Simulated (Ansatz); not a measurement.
# Na: pressure up to the limit of the methods

The task here is to estimate one member of a computed series from the others.

Computed with Ansatz 0.2.0 (DFT, PBEsol, PAW with Ansatz's default frozen-core files, scalar-relativistic, unless a step's input says otherwise).

1 further run of the same task is left out (it didn't finish). Runs told in other sessions of the task aren't counted.

### The starting structure

The structure is cubic, space group Pm-3m (No. 221). Conventional cell: a = 3.395 Å, b = 3.395 Å, c = 3.395 Å, α = 90.00°, β = 90.00°, γ = 90.00°. Around Na (site symmetry m-3m) lie 6 Na at 3.40 Å.

Coordinates:

```
Na
1.0
     3.39540    0.00000    0.00000
     0.00000    3.39540    0.00000
     0.00000    0.00000    3.39540
Na
1
Cartesian
  0.0000 0.0000 0.0000
```

Whether this phase is the stable one at these pressures isn't tested.

The first run:

input.yaml

```yaml
crystal:
  lattice:
    - [3.3953974633, 0.0, 0.0]
    - [0.0, 3.3953974633, 0.0]
    - [0.0, 0.0, 3.3953974633]
  atoms:
    - { symbol: Na, position: [0.0, 0.0, 0.0] }
kpoints:
  mp_grid: { grid: [12, 12, 12] }
scf:
  occupations: { method: fermi_dirac, width: 0.08 }
hamiltonian:
  xc: pbesol
  pseudopotentials: { kind: paw }
output:
  forces: true
  stress: true
relax:
  f_tol: 0.005
  max_steps: 40
  cell: {}
```

Command:

```console
> ansatz run input.yaml --threads 1 --pin off --max-ram 2048MiB --backend cpu --events-out ev --progress --plain --runs-dir out
```

Among the steps run: Cell relaxed at zero pressure, PAW; Volume scaled by 1, PAW; Volume scaled by 0.88, PAW; Volume scaled by 0.88, PAW (cutoff 250 eV); Volume scaled by 0.78, PAW; Volume scaled by 0.68, PAW; Volume scaled by 0.58, PAW; Volume scaled by 0.5, PAW; Volume scaled by 0.43, PAW; Volume scaled by 0.43, PAW (cutoff 600 eV).

One of the session's tables, all rows but one given; the rest of the session is left out.

```
             method  volume over the first  volume (Å³/atom)  pressure (GPa)
                PAW                      1            39.145           -0.04
                PAW                   0.88            34.447            0.97
                PAW                   0.78            30.533            2.40
                PAW                   0.68                 ?               ?
                PAW                   0.58            22.704            9.23
                PAW                    0.5            19.572           15.55
                PAW                   0.43            16.832           25.25
PAW (cutoff 250 eV)                   0.88            34.447            0.91
PAW (cutoff 600 eV)                   0.43            16.832           25.24
```

Estimate the missing values for PAW, 0.68.

**Answer.** volume (Å³/atom): 26.618; pressure (GPa): 4.84. In the column «volume (Å³/atom)» it lies between PAW, 0.58 (22.704) and PAW, 0.78 (30.533).

Caveats from the session: Warnings in the runs' records: cutoff below recommended.
